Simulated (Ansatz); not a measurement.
# KI2: the cost of one run

Computed with Ansatz 0.2.0 (DFT PBE, scalar-relativistic, plane waves, PAW, unless a step's input says otherwise).

1 further run of the same task is left out (set aside as unsound or not needed).

## (1) The system as given

The structure is trigonal, space group P-3m1 (No. 164). The conventional cell has a = 5.568 Å, b = 5.568 Å, c = 5.302 Å, α = 90.00°, β = 90.00°, γ = 120.00°. Around K (site symmetry -3m) lie 6 I at 3.53 Å. I (site symmetry 3m) has 3 K at 3.53 Å as nearest neighbours.

As a file:

```
CELL_PARAMETERS angstrom
5.56811 0.00000 0.00000
-2.78406 4.82213 0.00000
0.00000 0.00000 5.30237
ATOMIC_POSITIONS crystal
K 0.00000 0.00000 0.00000
I 0.33333 0.66667 0.27476
I 0.66667 0.33333 0.72524
```

It is the end of an earlier relaxation with the same method, from a database cell with other species swapped in; it needn't be the stable form of this composition. At a tolerance of 0.05 Å it has space group P-3m1 (No. 164); it has 47.46 Å³/atom, an uncorrected energy of -0.71 eV/atom over the elements.

## (2) Electronic structure at the relaxed geometry

File input.yaml:

```yaml
crystal:
  lattice:
    - [5.5681119992, 0.0, 0.0]
    - [-2.7840559996, 4.8221264424, 0.0]
    - [0.0, 0.0, 5.3023694751]
  atoms:
    - { symbol: K, position: [0.0, 0.0, 0.0] }
    - { symbol: I, position: [0.3333333333, 0.6666666667, 0.2747595074] }
    - { symbol: I, position: [0.6666666667, 0.3333333333, 0.7252404926] }
basis:
  ecutwfc: 420
kpoints:
  mp_grid: { grid: [12, 12, 10] }
  band_path:
    path:
      - [[0.0, 0.0, 0.0], [0.5, 0.0, 0.0], [0.33333333, 0.33333333, 0.0], [0.0, 0.0, 0.0], [0.0, 0.0, 0.5], [0.5, 0.0, 0.5], [0.33333333, 0.33333333, 0.5], [0.0, 0.0, 0.5]]
      - [[0.5, 0.0, 0.5], [0.5, 0.0, 0.0]]
      - [[0.33333333, 0.33333333, 0.5], [0.33333333, 0.33333333, 0.0]]
    npoints: 14
hamiltonian:
  xc: pbe
scf:
  occupations: { method: gaussian, width: 0.1 }
  n_extra_bands: 7
output:
  forces: true
  stress: true
  eigenvalues: true
  populations: true
  dos: { projected: true, de: 0.02, nscf_kmesh: { grid: [15, 15, 12] } }
  bader: true
  write_density: true
  write_potential: true
  elf: true
  volumetric_format: npy
```

Command:

```sh
ansatz run input.yaml --threads 1 --pin off --max-ram 2560MiB --backend cpu --events-out ev --progress --plain --runs-dir out
```

**Question.** How long does this run take on 1 thread of Arm Neoverse V1, shared host, and how much memory does it need?

About 1.7 min, with a peak of 0.95 GiB.
